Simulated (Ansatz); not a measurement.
# MgCd2: the cost of one run

Computed with Ansatz 0.2.0, driven from Python. Level of theory: DFT LDA, plane waves, PAW.

### Step 1. Starting point

Symmetry: P-62m, No. 189, hexagonal system. The conventional cell has a = 5.413 Å, b = 5.413 Å, c = 5.008 Å, α = 90.00°, β = 90.00°, γ = 120.00°. Mg (site symmetry -6) has 9 Cd at 3.09 to 3.13 Å and 3 Mg at 3.13 Å as nearest neighbours. Cd (site symmetry m2m) has 8 Cd at 3.08 to 3.13 Å and 4 Mg at 3.09 Å as nearest neighbours. Around Cd (site symmetry -62m) lie 6 Cd at 3.08 Å and 6 Mg at 3.13 Å.

The script holds or builds the structure itself.

### Step 2. The code

run_ecut.py

```python
import ansatz

lattice = ansatz.Lattice.of(
    [5.41317, 0.0, 0.0],
    [-2.70658, 4.68794, 0.0],
    [0.0, 0.0, 5.00791],
)
sites = [
    ('Mg', [1 / 3, 2 / 3, 0.5]),
    ('Mg', [2 / 3, 1 / 3, 0.5]),
    ('Cd', [0.66851, 0.66851, 0.0]),
    ('Cd', [0.0, 0.0, 0.5]),
    ('Cd', [0.0, 0.33149, 0.0]),
    ('Cd', [0.33149, 0.0, 0.0]),
]
xtal = ansatz.Crystal(lattice=lattice)
for symbol, position in sites:
    xtal = xtal.atom(symbol, position)

model = (
    xtal.calculation()
    .functional('lda')
    .kpoints(6, 6, 5)
    .occupations('fermi_dirac', width=0.15)
)

rows = []
for value in [300, 400, 500, 600]:
    report = model.basis(value).run().report
    rows.append((value, report['free_energy_ev'] / len(report['lattice']['sites']), report['n_iterations'], report['n_pw']))

print(' cutoff (eV)   F/atom (eV)    iterations   plane waves')
for row in rows:
    print(f'{str(row[0]):>12s}  {row[1]:12.5f}  {row[2]:12d}  {row[3]:12d}')

for row in rows[:-1]:
    shift = 1000 * (row[1] - rows[-1][1])
    print(f'{row[0]}: {shift:+.2f} meV/atom' + ('  (within 2 meV)' if abs(shift) < 2 else ''))
```

### Step 3. What the engine is handed

The package turns the script's settings into the engine's input (first run):

```yaml
crystal:
  lattice:
    - [5.41317, 0.0, 0.0]
    - [-2.70658, 4.68794, 0.0]
    - [0.0, 0.0, 5.00791]
  atoms:
    - { symbol: Mg, position: [0.3333333333333333, 0.6666666666666666, 0.5] }
    - { symbol: Mg, position: [0.6666666666666666, 0.3333333333333333, 0.5] }
    - { symbol: Cd, position: [0.66851, 0.66851, 0.0] }
    - { symbol: Cd, position: [0.0, 0.0, 0.5] }
    - { symbol: Cd, position: [0.0, 0.33149, 0.0] }
    - { symbol: Cd, position: [0.33149, 0.0, 0.0] }
basis:
  ecutwfc: 300.0
kpoints:
  mp_grid:
    grid: [6, 6, 5]
hamiltonian:
  xc: lda
scf:
  occupations:
    method: fermi_dirac
    width: 0.15
```

### Step 4. Launch

On the command line:

```
$ python run_ecut.py
```

What time and memory should one allow on 1 thread of Arm Neoverse V2, shared host?

About 43 s, with a peak of 0.52 GiB.
